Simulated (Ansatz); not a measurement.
**Ir: a tetragonal deformation path**

An exercise on one series of results from a longer session: the logs are not shown, and one member is left open.

Method: DFT PBEsol, scalar-relativistic, plane waves, PAW, in Ansatz 0.2.0.

## The structure to begin with

The structure is cubic, space group Fm-3m (No. 225). The conventional cell has a = 3.839 Å, b = 3.839 Å, c = 3.839 Å, α = 90.00°, β = 90.00°, γ = 90.00°. Ir (site symmetry m-3m) has 12 Ir at 2.71 Å in its first shell of neighbours.

Structure file:

```xyz
1
Lattice="0.0000 1.9197 1.9197 1.9197 0.0000 1.9197 1.9197 1.9197 0.0000" Properties=species:S:1:pos:R:3 pbc="T T T"
Ir    0.0000    0.0000    0.0000
```

No relaxation comes first: the listed cell is the starting point.

## The reference cell

Reference values: F = -11799.0384 eV; pressure -2.63 GPa; largest force 0.000 eV/Å; gap on the mesh none (metal). It was computed beforehand with the settings of the runs below.

Set-up of the first run:

At fixed volume and fractional coordinates, lengths along (0.000, 0.000, 1.000) are scaled against those across it; ρ is that ratio over its starting value.

Contents of input.yaml:

```yaml
crystal:
  lattice:
    - [0.0, 2.154898871, 1.5235135018]
    - [2.154898871, 0.0, 1.5235135018]
    - [2.154898871, 2.154898871, 0.0]
  atoms:
    - { symbol: Ir, position: [0.0, 0.0, 0.0] }
basis:
  ecutwfc: 420
kpoints:
  mp_grid: { grid: [24, 24, 24] }
hamiltonian:
  xc: pbesol
scf:
  occupations: { method: gaussian, width: 0.15 }
output:
  forces: true
  stress: true
  eigenvalues: true
  write_density: true
  write_potential: true
  elf: true
  volumetric_format: npy
```

The run is started by

```sh
> ansatz run input.yaml --threads 1 --pin off --max-ram 2560MiB --backend cpu --events-out ev --progress --plain --runs-dir out
```

Among the steps run: Point ρ = 0.707; At ρ = 1.414; At ρ = 0.850; At ρ = 1.200; Point ρ = 0.780; At ρ = 1.300; ρ = 0.920; Point ρ = 1.100; At ρ = 0.650; Point ρ = 1.500; ρ = 0.960; ρ = 1.050.

One table of the session follows, with a row left open; its other results are not shown here.

Collected from the runs (energy zero: the undisturbed cell):

```
    ρ  ΔE (meV/atom)  pressure (GPa)
0.650          571.6             8.6
0.707          688.5            10.6
0.780          518.1             7.1
0.850          259.1             2.3
0.920           74.5            -1.1
0.960              ?               ?
1.000            0.0            -2.6
1.050           27.2            -2.0
1.100          104.3            -0.3
1.200          364.3             6.3
1.300          703.4            16.3
1.414         1150.4            31.2
1.500         1522.1            44.8
```

**Question.** Estimate the row for ρ = 0.960.

Worked estimate for «ΔE (meV/atom)». A straight line through the neighbours (0.920, 74.5) and (1.000, 0.0) gives 74.5 + (0.0 − 74.5) × (0.960 − 0.920) / (1.000 − 0.920) = 37.3; a parabola fitted to 4 rows on both sides gives 19.1.

The run gave: ΔE (meV/atom): 18.4; pressure (GPa): -2.3. In «ΔE (meV/atom)» the line misses by +18.9 and the parabola by +0.7.
